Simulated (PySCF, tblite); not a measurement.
# C9H11N2−: geometry, infrared bands and NMR shifts

What infrared bands and NMR shifts should C9H11N2− (`C[C@@H]1CC[C@@H]([C-](C#N)C#N)C1`) show?

Programs: tblite 0.8.0 and PySCF 2.14.0, with density-fitted response routines of our own. Each step states its level of theory. These are calculated values for one molecule in the gas phase, unless marked as measured. Atoms count from 0, in the outputs and in this text.

### 1 Starting geometry

22 atoms, charge -1, multiplicity 1; geometry from: force field or distance geometry start.

Bonds of the start (Å): C0–C1 1.51, C1–C2 1.52, C2–C3 1.55, C3–C4 1.55, C4–C5 1.48, C5–C6 1.44, C6–N7 1.15, C5–C8 1.45, C8–N9 1.18, C4–C10 1.50, C10–C1 1.53, C0–H11 1.11, C0–H12 1.11, C0–H13 1.10, C1–H14 1.09, C2–H15 1.11, C2–H16 1.09, C3–H17 1.09, C3–H18 1.10, C4–H19 1.10, C10–H20 1.10, C10–H21 1.10.

### 2 Geometry optimisation with GFN2-xTB

The job: settings as JSON, then the geometry in Å.

```
{"job": {"kind": "relax", "xc": "GFN2-xTB", "basis": "xTB"}, "charge": -1, "multiplicity": 1}
C      2.704700    -0.296200     0.206600
C      1.369400    -0.011100    -0.441400
C      0.887500     1.397500    -0.129600
C     -0.611900     1.187200    -0.440300
C     -0.817000    -0.008600     0.516600
C     -2.194700    -0.526300     0.356400
C     -2.579500    -0.997500    -0.945100
N     -2.906100    -1.381700    -1.983100
C     -3.106800    -0.558500     1.483100
N     -3.872900    -0.574600     2.385100
C      0.253900    -0.944700     0.036100
H      2.828000    -1.351500     0.520000
H      3.493100    -0.110200    -0.552500
H      2.878100     0.400200     1.043100
H      1.438500    -0.093300    -1.528700
H      0.947100     1.567500     0.962800
H      1.333500     2.171400    -0.751600
H     -1.204200     2.048600    -0.116400
H     -0.762100     0.883300    -1.482100
H     -0.670300     0.359100     1.541400
H     -0.075300    -1.621100    -0.765300
H      0.656400    -1.520200     0.881700
```

Command:

```
> OMP_NUM_THREADS=1 python probes_run.py task.json out
```

One launch serves the whole session: the jobs run in the order shown.

**Question.** This job is followed by: GFN2-xTB harmonic vibrations, gas phase; GIAO PBE0/pcSseg-1 NMR shielding, non-relativistic, gas phase. What will the session give for the following? strongest single infrared mode (GFN2-xTB); zero-point energy (GFN2-xTB); 13C shifts against TMS (PBE0/pcSseg-1, means over atoms taken as alike); 1H shifts against TMS (PBE0/pcSseg-1, means over atoms taken as alike); 15N shifts against NH3 (PBE0/pcSseg-1, means over atoms taken as alike).

As calculated:

| quantity | value |
| --- | --- |
| strongest single infrared mode (GFN2-xTB) | 2274 cm⁻¹, 1242 km/mol |
| zero-point energy (GFN2-xTB) | 112.4 kcal/mol |
| 13C shifts against TMS (PBE0/pcSseg-1, means over atoms taken as alike) | 136.3, 48.9, 43.2, 41.1, 40.4, 36.7, 25.6, 11.2 ppm |
| 1H shifts against TMS (PBE0/pcSseg-1, means over atoms taken as alike) | 2.14, 2.04, 1.79, 1.60, 1.60, 1.48, 1.17, 0.85, 0.77 ppm |
| 15N shifts against NH3 (PBE0/pcSseg-1, means over atoms taken as alike) | 301.2 ppm |

The optimisation took 70 steps and gained 0.833 eV; among the close pairs (by a distance rule), C5–C8 changed most, from 1.450 to 1.369 Å. No mode is imaginary among the 60: a minimum at this level. The strongest single mode, at 2274 cm⁻¹, is carried by C6, C8, N7, N9. GFN2-xTB is a fitted tight-binding method: band positions and strengths are rough. Its intensities can rank the bands wrongly.
